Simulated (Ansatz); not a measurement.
# FH6PSi2: small, medium and large basis sets

The task here is to estimate one member of a computed series from the others.

Computed with Ansatz 0.2.0, Gaussian basis. Level: one geometry, several basis sets.

The runs, in order: PBE0-D4/def2-SVP; ωB97M-V/def2-SVP; PBE0-D4/def2-QZVPP; ωB97M-V/def2-QZVPP; the functionals' def2-TZVPP values are taken from earlier runs.

## The geometry

The geometry comes from an earlier relaxation with PBE0-D4 in a triple-zeta def2 set; it is a stationary point, not always the lowest conformer.

SMILES `F[SiH]([SiH3])P`, 10 atoms, charge 0, spin multiplicity 1.

Atoms are counted from 1 here; the program's logs count them from 0.

Bond lengths: F1–Si2 1.609 Å, Si2–Si3 2.341 Å, Si2–P4 2.251 Å, Si2–H5 1.488 Å, Si3–H6 1.488 Å, Si3–H7 1.487 Å, Si3–H8 1.487 Å, P4–H9 1.421 Å, P4–H10 1.423 Å. Angles: F1–Si2–Si3 108.9°, F1–Si2–P4 108.0°, F1–Si2–H5 107.6°, Si3–Si2–P4 113.7°, Si3–Si2–H5 111.7°, P4–Si2–H5 106.7°, Si2–Si3–H6 107.9°, Si2–Si3–H7 112.3°, Si2–Si3–H8 109.4°, H6–Si3–H7 109.1°, H6–Si3–H8 108.9°, H7–Si3–H8 109.3°, Si2–P4–H9 94.7°, Si2–P4–H10 90.8°, H9–P4–H10 93.5°.

Geometry (Å):

```xyz
10
FH6PSi2
F    -1.9258    1.3291   -0.2351
Si   -0.3649    0.9377   -0.2388
Si    0.0204   -0.6571    1.4305
P     0.1697    0.2294   -2.3078
H     0.4119    2.1844    0.0012
H     1.4754   -0.9699    1.4359
H    -0.3774   -0.1696    2.7782
H    -0.7367   -1.8974    1.1134
H    -0.1246   -1.1355   -2.0442
H     1.5353    0.0977   -1.9303
```

The first run:

File in.yaml:

```yaml
crystal:
  periodic: [false, false, false]
  atoms:
    - {symbol: F, position_ang: [-1.925794, 1.329142, -0.235081]}
    - {symbol: Si, position_ang: [-0.364936, 0.937653, -0.238771]}
    - {symbol: Si, position_ang: [0.020369, -0.657064, 1.430497]}
    - {symbol: P, position_ang: [0.169656, 0.229397, -2.307809]}
    - {symbol: H, position_ang: [0.411948, 2.184403, 0.001232]}
    - {symbol: H, position_ang: [1.475419, -0.969868, 1.435879]}
    - {symbol: H, position_ang: [-0.377412, -0.169591, 2.778183]}
    - {symbol: H, position_ang: [-0.736742, -1.897370, 1.113384]}
    - {symbol: H, position_ang: [-0.124589, -1.135539, -2.044171]}
    - {symbol: H, position_ang: [1.535282, 0.097736, -1.930343]}
basis:
  gaussian: {orbitals: def2-SVP}
hamiltonian: {xc: pbe0, dispersion: d4}
output: {orbitals: {seedname: orbitals}}
```

Started as:

```
$ ansatz run in.yaml --threads 2 --pin off --events-out ev --progress --plain --max-ram 4352MiB
```

Among the steps run: PBE0-D4 in def2-SVP; ωB97M-V in def2-SVP; PBE0-D4 in def2-QZVPP; ωB97M-V in def2-QZVPP.

One of the session's tables, all rows but one given; the rest of the session is left out.

```
functional       basis  HOMO (eV)
   PBE0-D4    def2-SVP      -7.50
   PBE0-D4  def2-TZVPP      -7.52
   PBE0-D4  def2-QZVPP      -7.53
   ωB97M-V    def2-SVP      -9.45
   ωB97M-V  def2-TZVPP          ?
   ωB97M-V  def2-QZVPP      -9.52
```

Estimate the missing values for ωB97M-V, def2-TZVPP.

The run gave: HOMO (eV): -9.50. In the column «HOMO (eV)» it lies between ωB97M-V, def2-QZVPP (-9.52) and ωB97M-V, def2-SVP (-9.45).
